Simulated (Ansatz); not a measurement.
# MoS2: how the settings move a relaxation

How sensitive is a relaxation of MoS2 to its settings? A reference run comes first, then one run with altered input.

Computed with Ansatz 0.2.0 (reference: DFT, r2SCAN, PAW with Ansatz's default frozen-core files, scalar-relativistic; relaxation of cell and atoms, unless a step's input says otherwise).

### 1 The structure to begin with

It takes space group P6_3/mmc (No. 194, hexagonal). The conventional cell has a = 3.169 Å, b = 3.169 Å, c = 12.324 Å, α = 90.00°, β = 90.00°, γ = 120.00°. Around Mo (site symmetry -6m2) lie 6 S at 2.41 Å. S (site symmetry 3m) has 3 Mo at 2.41 Å in its first shell of neighbours.

Coordinates:

```
CELL_PARAMETERS angstrom
3.16900 0.00000 0.00000
-1.58450 2.74443 0.00000
0.00000 0.00000 12.32400
ATOMIC_POSITIONS crystal
Mo 0.33333 0.66667 0.25000
Mo 0.66667 0.33333 0.75000
S 0.33333 0.66667 0.62300
S 0.66667 0.33333 0.12300
S 0.33333 0.66667 0.87700
S 0.66667 0.33333 0.37700
```

### 2 The reference run

File input.yaml:

```yaml
crystal:
  lattice:
    - [3.169, 0.0, 0.0]
    - [-1.5845, 2.7444345046, 0.0]
    - [0.0, 0.0, 12.324]
  atoms:
    - { symbol: Mo, position: [0.333333333333, 0.666666666667, 0.25] }
    - { symbol: Mo, position: [0.666666666667, 0.333333333333, 0.75] }
    - { symbol: S, position: [0.333333333333, 0.666666666667, 0.623] }
    - { symbol: S, position: [0.666666666667, 0.333333333333, 0.123] }
    - { symbol: S, position: [0.333333333333, 0.666666666667, 0.877] }
    - { symbol: S, position: [0.666666666667, 0.333333333333, 0.377] }
kpoints:
  mp_grid: { grid: [12, 12, 4] }
scf:
  occupations: { method: fermi_dirac, width: 0.1 }
hamiltonian:
  xc: r2scan
  pseudopotentials: { kind: paw }
relax:
  f_tol: 0.002
  max_steps: 80
  cell: {}
output:
  forces: true
  stress: true
```

The run is started by

```
$ ansatz run input.yaml --threads 2 --pin off --max-ram 6144MiB --backend cpu --events-out ev --progress --plain --runs-dir out
```

### 3 The same system, input altered

input.yaml: that of step 2 with these lines changed.

```diff
@@ -13,5 +13,6 @@
 kpoints:
-  mp_grid: { grid: [12, 12, 4] }
+  mp_grid: { grid: [8, 8, 2] }
 scf:
-  occupations: { method: fermi_dirac, width: 0.1 }
+  occupations: { method: fixed }
+  lower_state_search: standard
 hamiltonian:
@@ -26 +27,3 @@
   stress: true
+basis:
+  ecutwfc: "700 eV"
```

(Steps that only read results are left out.)

**Question.** What will these runs give? Wanted: for each run, ending; energy change; pressure; gap; force.

The runs gave:

```
                                                                                             run     ending        energy change  pressure (GPa)  gap (eV)  force (eV/Å)  cycles  time
                                                                                       reference  converged                    0             0.0      1.16          0.00      60  91 s
1: mp_grid.grid [8, 8, 2], occupations.method fixed, lower_state_search standard, ecutwfc 700 eV  converged  -1.3 meV/atom (σ→0)             0.0      1.33          0.00      66  57 s
```

**Reading.** Changing the k-point mesh, smearing, search for lower states and cutoff moves the energy by -1.3 meV/atom (σ→0 values), and the gap on the mesh goes from 1.16 to 1.33 eV. A gap read on a mesh depends on which points the mesh holds, and a coarse mesh shifts the density too. Cost: 66 SCF cycles against 60, 57 s against 91 s.

The cell is layered and no dispersion term is used, so the spacing and stiffness across the layers are uncertain.
